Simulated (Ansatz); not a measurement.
Predict the output of the script below (Ansatz 0.2.0, Python API).

The script, `spin_c3h7gen.py`:
```python
# -*- coding: utf-8 -*-
"""Vertical spin-state energies of C3H7GeN."""

import ansatz

config = {
    "basis_set": "cc-pVDZ",
    "method": "mp2",
}

GEOMETRY = """
C    -1.36390    0.15630    0.66040
N    -0.49630   -0.04560    1.50500
C     0.80120   -0.36790    1.00300
C     1.04970    0.06330   -0.45960
Ge   -0.82120    0.18290   -1.16220
H    -2.42990    0.44220    0.94700
H     1.62680    0.13630    1.64760
H     1.01890   -1.45100    1.09050
H     1.46420    1.06670   -0.48000
H     1.56530   -0.68980   -1.01120
H    -1.28230   -1.09670   -1.86050
H    -1.05550    1.54810   -1.84600
"""

molecule = ansatz.Crystal.molecule()
for line in GEOMETRY.strip().splitlines():
    symbol, *xyz = line.split()
    molecule = molecule.atom(symbol, [float(v) for v in xyz])

calculation = (
    molecule.calculation()
    .basis(gaussian=config["basis_set"])
    .correlation(config["method"])
)
found = {}
for unpaired in [0, 2]:
    r = calculation.spin("collinear", total=unpaired).run().report
    s = unpaired / 2
    found[unpaired] = r["free_energy_ev"]
    print(f"2S+1 = {unpaired + 1}: E = {found[unpaired]:.5f} eV, <S^2> = {abs(r['mean_field']['state']['spin_squared']):.3f} (pure state {s * (s + 1):.2f})")
lowest = min(found, key=found.get)
for unpaired, e in found.items():
    print(f"multiplicity {unpaired + 1}: {(e - found[lowest]):.3f} eV above the lowest")
```

Running `python spin_c3h7gen.py` prints:
```text
2S+1 = 1: E = -61174.10018 eV, <S^2> = 0.000 (pure state 0.00)
2S+1 = 3: E = -61169.80316 eV, <S^2> = 2.021 (pure state 2.00)
multiplicity 1: 0.000 eV above the lowest
multiplicity 3: 4.297 eV above the lowest
```

In order: multiplicity 1 (+0.00 eV) and multiplicity 3 (+4.30 eV), all at the one geometry.

Caveats:
- Total energies depend on the basis set; only differences at equal settings carry meaning.
- The geometry is a force-field or estimated start, not a minimum of this method, and the basis set is short of its limit. All parts are taken at fixed geometry, without zero-point energy.
- S² is that of the Hartree-Fock reference.
- Wall time of the script: 14 s on 1 thread of Intel(R) Xeon(R) 6975P-C (Granite Rapids), with other jobs on the host, peak memory 0.45 GiB.

(A comment or docstring line of the script was reworded after the run, the code is as it ran; lines on the test bed's own set-up are left out of the output.)
